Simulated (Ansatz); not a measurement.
## BaScO2F, space group P4/mmm: relaxations under a series of pressures, step by step

With the Python package of Ansatz (0.2.0).

The cells in order, each with its output:

**Cell 1**
```python
import warnings

import ansatz as az
import numpy as np

def edges_and_angles(cell):
    cell = np.asarray(cell)
    a, b, c = np.linalg.norm(cell, axis=1)
    cosines = cell[1] @ cell[2] / (b * c), cell[0] @ cell[2] / (a * c), cell[0] @ cell[1] / (a * b)
    return (a, b, c, *np.degrees(np.arccos(cosines)))
```

**Cell 2**
```python
warnings.simplefilter("ignore", az.DeckWarning)
```

**Cell 3**
```python
system = (
    az.Lattice.from_parameters(4.206947, 4.206947, 4.211413, alpha=90, beta=90, gamma=90)
    .space_group(123, hermann_mauguin="P4/mmm")
    .atom("Ba", [0.5, 0.5, 0.5])
    .atom("Sc", [0.0, 0.0, 0.0])
    .atom("O", [0.5, 0.0, 0.0])
    .atom("F", [0.0, 0.0, 0.5])
)
```

**Cell 4**
```python
len(system.resolved().sites)
```
Output:
```text
5
```

**Cell 5**
```python
model = system.calculation()
model = model.pseudopotentials("paw")
model = model.kpoints(6, 6, 6)
model = model.occupations("fixed").basis(530)
model = model.functional("r2scan")
model = model.scf(tolerance=1e-09)
```

**Cell 6**
```python
# H = F + PV, with 1 GPa A^3 = 1/160.21766 eV
rows = []
for pressure in [0, 10, 20, 30, 40]:
    result = model.relax(cell=True, pressure=pressure, force_tolerance=0.05).run(threads=1)
    cell = result.lattice.cell_ang
    n_atoms = len(result.lattice.sites)
    volume = abs(np.linalg.det(cell)) / n_atoms
    enthalpy = result.report["free_energy_ev"] / n_atoms + pressure * volume / 160.21766
    rows.append((pressure, volume, enthalpy, *edges_and_angles(cell)))
    print(f"{pressure} GPa done: {volume:.4f} A^3/atom")

print(" P (GPa)  V (A^3/atom)  H (eV/atom)     a       b       c")
for row in rows:
    print("{:8.1f} {:12.4f} {:14.5f} {:7.4f} {:7.4f} {:7.4f}".format(*row[:6]))
p, v = np.array([row[0] for row in rows], float), np.array([row[1] for row in rows])
print("mean bulk modulus between rows (GPa):", np.round(-np.diff(p) / np.diff(np.log(v)), 1))
```
Output:
```text
0 GPa done: 14.4265 A^3/atom
10 GPa done: 13.4887 A^3/atom
20 GPa done: 12.8001 A^3/atom
30 GPa done: 12.2570 A^3/atom
40 GPa done: 11.8099 A^3/atom
 P (GPa)  V (A^3/atom)  H (eV/atom)     a       b       c
     0.0      14.4265    -2012.49075  4.1638  4.1638  4.1605
    10.0      13.4887    -2011.62132  4.0765  4.0765  4.0584
    20.0      12.8001    -2010.80189  4.0088  4.0088  3.9825
    30.0      12.2570    -2010.02059  3.9530  3.9530  3.9219
    40.0      11.8099    -2009.27002  3.9056  3.9056  3.8712
mean bulk modulus between rows (GPa): [148.8 190.8 230.7 269.1]
```

The volume falls from 14.43 Å³ an atom at 0 GPa to 11.81 at 40 GPa, by 18.1 %. Between 0 and 10 GPa, -V dP/dV is about 149 GPa, a mean over that step.

Reading the output:
- Absolute energies stand on the zero of these potentials, so only differences at equal settings mean something.
- No spin polarisation was allowed.
- At a fixed pressure a relaxation lowers the enthalpy F + PV, while F alone can rise.
- The program warned that this SCF threshold is loose for forces or stresses.
- This cell is a computed structure, which may not be the phase found in nature.
- Symmetry holds the cell in this phase, whether or not it is the stable one at each pressure.
- The script silences the warnings on its input, which a real study should read.
- Run time: 5.5 min on 1 thread of Arm Neoverse V1, on a shared host, peak memory 0.68 GiB.
